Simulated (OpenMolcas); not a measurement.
# doublet [GaH3]− at 6 levels

Wanted: a comparison of 6 runs (UHF/3-21G, UB3LYP/6-31G*, U-revPBE/def2-TZVPPD, UPBE0/def2-TZVPPD, ROMP2/def2-TZVPPD) of doublet [GaH3]−. 

The calculation is run with OpenMolcas 26.06.

**1. The molecule**

[GaH3]− has 4 atoms, charge -1, and is taken as a doublet. SMILES of the parent species: `[GaH3]`. The coordinates come from a PBE0-D4/def2-TZVP relaxation. That shape belongs to the parent species and isn't relaxed for this state.

Bond lengths: Ga1–H2 1.568 Å, Ga1–H3 1.568 Å, Ga1–H4 1.568 Å. Angles: H2–Ga1–H3 120.0°, H2–Ga1–H4 120.0°, H3–Ga1–H4 120.0°.

**2. A single-point energy at UHF/3-21G (run 1)**

The input, run.inp:

```
* GaH3 Hartree-Fock
>>> EXPORT MOLCAS_PRINT=2
&GATEWAY
BasLib = $CurrDir
Coord
4
angstrom
Ga       0.013400      -0.014900      -0.004600
H        1.252400       0.343800       0.887700
H       -0.552100      -1.477800      -0.009700
H       -0.658400       1.088700      -0.893700
Basis = 3-21G
Group = NoSym
&SEWARD
&SCF
UHF
Charge = -1
Spin = 2
Thresholds = 1e-10 1e-07 1e-07 1e-05
PrOrbitals = 1 2
```

The basis set 3-21G is read from a file made from the Basis Set Exchange's data (not shown).

Run with:

```
$ export MOLCAS_MEM=1860
$ pymolcas run.inp > run.log
```

Log:

```text
--- Start Module: gateway ---
[...]
--- Stop Module: gateway /rc=_RC_ALL_IS_WELL_ ---
--- Start Module: seward ---
[...]
      Basis functions           28
--- Stop Module: seward /rc=_RC_ALL_IS_WELL_ ---
[...]
--- Start Module: scf ---
[...]
       Convergence after  16 Iterations
[...]
::    Total SCF energy                              -1915.5024961437
[...]
      Total spin, S                                     0.5064639171
[...]
      Total electronic charge=   35.000000
      Total            charge=   -1.000000
[...]
      Dipole Moment (debye):
      Origin of the operator (angstrom)=    0.0134   -0.0149   -0.0046
                   X=  1.5442E-03               Y= -6.9125E-04               Z= -2.3714E-03           Total=  2.9131E-03
      Center of Charge (angstrom)
[...]
--- Stop Module: scf /rc=_RC_ALL_IS_WELL_ ---
[...]
```

It took 3.9 s on 1 thread of AMD EPYC 7R43 (Zen 3), shared host; peak memory 0.37 GiB.

**3. The energy at UB3LYP/6-31G(d) (spherical functions) (run 2)**

The input, calc.inp:

```
>>> EXPORT MOLCAS_PRINT=2

&GATEWAY
 BasLib=$CurrDir
 BasisSet
 Ga.6-31Gs....
 Ga1 0.013400 -0.014900 -0.004600 angstrom
 End of Basis
 BasisSet
 H.6-31Gs....
 H2 1.252400 0.343800 0.887700 angstrom
 H3 -0.552100 -1.477800 -0.009700 angstrom
 H4 -0.658400 1.088700 -0.893700 angstrom
 End of Basis

&SEWARD
 GridInput
 Grid=UltraFine
 End of Grid

&SCF
 UHF
 Charge=-1
 Spin=2
 KSDFT=B3LYP
 Thresholds=1e-10 1e-07 1e-07 1e-05
 PrOrbitals=1
```

The basis set 6-31G* is read from a file made from the Basis Set Exchange's data (not shown).

Run with:

```
$ export MOLCAS_MEM=1860
$ pymolcas calc.inp > calc.log
```

Log:

```text
--- Start Module: gateway ---
[...]
--- Stop Module: gateway /rc=_RC_ALL_IS_WELL_ ---
--- Start Module: seward ---
[...]
      Basis functions           38
--- Stop Module: seward /rc=_RC_ALL_IS_WELL_ ---
[...]
--- Start Module: scf ---
[...]
       Convergence after  18 Iterations
[...]
::    Total KS-DFT energy                           -1926.3941029515
[...]
      Total spin, S                                     0.5010360442
[...]
      Total electronic charge=   35.000000
      Total            charge=   -1.000000
[...]
      Dipole Moment (debye):
      Origin of the operator (angstrom)=    0.0134   -0.0149   -0.0046
                   X=  8.6820E-04               Y= -3.9262E-04               Z= -1.4550E-03           Total=  1.7392E-03
      Center of Charge (angstrom)
[...]
--- Stop Module: scf /rc=_RC_ALL_IS_WELL_ ---
[...]
```

It took 16 s on 1 thread of AMD EPYC 7R43 (Zen 3), shared host; peak memory 0.37 GiB.

Runs 3 to 5 aren't shown in full; the table further down has their settings and results.

**4. The energy at ROMP2/def2-TZVPPD (run 6)**

The input, coord.xyz:

```xyz
4

Ga     0.013400    -0.014900    -0.004600
H      1.252400     0.343800     0.887700
H     -0.552100    -1.477800    -0.009700
H     -0.658400     1.088700    -0.893700
```

The input, mol.inp:

```
* GaH3 ROMP2

&GATEWAY
 BasLib = $CurrDir
 Coord = coord.xyz
 Basis = def2-TZVPPD
 Group = NoSym

&SEWARD

&SCF
 UHF
 Charge = -1
 Spin = 2
 Thresholds = 1e-10 1e-07 1e-07 1e-05
 PrOrbitals = 1

&RASSCF
 FileOrb = $Project.UnaOrb
 Spin = 2
 Nactel = 1 0 0
 Inactive = 17
 Ras2 = 1
 OutOrbitals = Canonical
 OrbListing = Few

&CASPT2
 IPEA = 0.0
 Frozen = 9
```

The basis set def2-TZVPPD is read from a file made from the Basis Set Exchange's data (not shown).

Run with:

```
$ export MOLCAS_MEM=1860
$ pymolcas mol.inp > mol.log
```

Log:

```text
--- Start Module: gateway ---
[...]
--- Stop Module: gateway /rc=_RC_ALL_IS_WELL_ ---
[...]
      Basis functions          105
[...]
       Convergence after  20 Iterations
[...]
::    Total SCF energy                              -1924.9428408093
[...]
      Total spin, S                                     0.5078660405
[...]
--- Start Module: rasscf ---
[...]
      Number of active orbitals                  1
[...]
      Spin quantum number                      0.5
[...]
      Active orbitals                            1
[...]
      Number of CSFs                             1
[...]
      Number of root(s) required                 1
[...]
      Convergence after  9 iterations
[...]
      printout of CI-coefficients larger than  0.05 for root  1
      energy=   -1924.939906
      conf/sym  1     Coeff  Weight
             1  u   1.00000 1.00000
      Natural orbitals and occupation numbers for root  1
      sym 1:   1.000000
      ************************************************************************************************************************
      *                                                    Final results                                                     *
[...]
::    RASSCF root number  1 Total energy:  -1924.93990606
[...]
      Total electronic charge=   35.000000
      Total            charge=   -1.000000
[...]
      Dipole Moment (debye):
      Origin of the operator (angstrom)=    0.0134   -0.0149   -0.0046
                   X=  7.7429E-03               Y= -3.0337E-03               Z= -9.9646E-03           Total=  1.2979E-02
      Center of Charge (angstrom)
[...]
--- Stop Module: rasscf /rc=_RC_ALL_IS_WELL_ ---
[...]
--- Start Module: caspt2 ---
[...]
      E2 (Variational):          -0.2686864785
      Total energy:           -1925.2085925384
[...]
      Reference weight:           0.91831
[...]
::    CASPT2 Root  1     Total energy:  -1925.20859254
[...]
```

It took 39 s on 1 thread of AMD EPYC 7R43 (Zen 3), shared host; peak memory 0.6 GiB.

**5. The series**

| run | level | integration grid | Cartesian functions | energy (Eh) | HOMO energy (eV) | LUMO energy (eV) | ⟨S²⟩ | wall time |
| --- | --- | --- | --- | --- | --- | --- | --- | --- |
| 1 | UHF/3-21G | – | no | -1915.502496 | 0.29 | 7.27 | 0.763 | 3.9 s |
| 2 | UB3LYP/6-31G* (spherical functions) | UltraFine | no | -1926.394103 | 2.02 | 3.97 | 0.752 | 16 s |
| 3 | UB3LYP/6-31G* (Cartesian functions) | UltraFine | yes | -1926.399160 | 2.00 | 3.96 | 0.752 | 17 s |
| 4 | U-revPBE/def2-TZVPPD | UltraFine | no | -1926.482197 | 2.53 | 3.69 | 0.754 | 52 s |
| 5 | UPBE0/def2-TZVPPD | UltraFine | no | -1926.363963 | 1.78 | 4.11 | 0.755 | 50 s |
| 6 | ROMP2/def2-TZVPPD | – | no | -1925.208593 | – | – | – | 39 s |

**6. What came out**

```
           quantity           value
run 6: total energy  -1925.20859 Eh
```

What this shows: Totals of different functionals can't be ranked against each other. In runs 1, 2, 3, 4, 5 the HOMO lies above zero, so the outermost electron may be held by the basis alone. All runs together took 3 min, the longest 52 s.
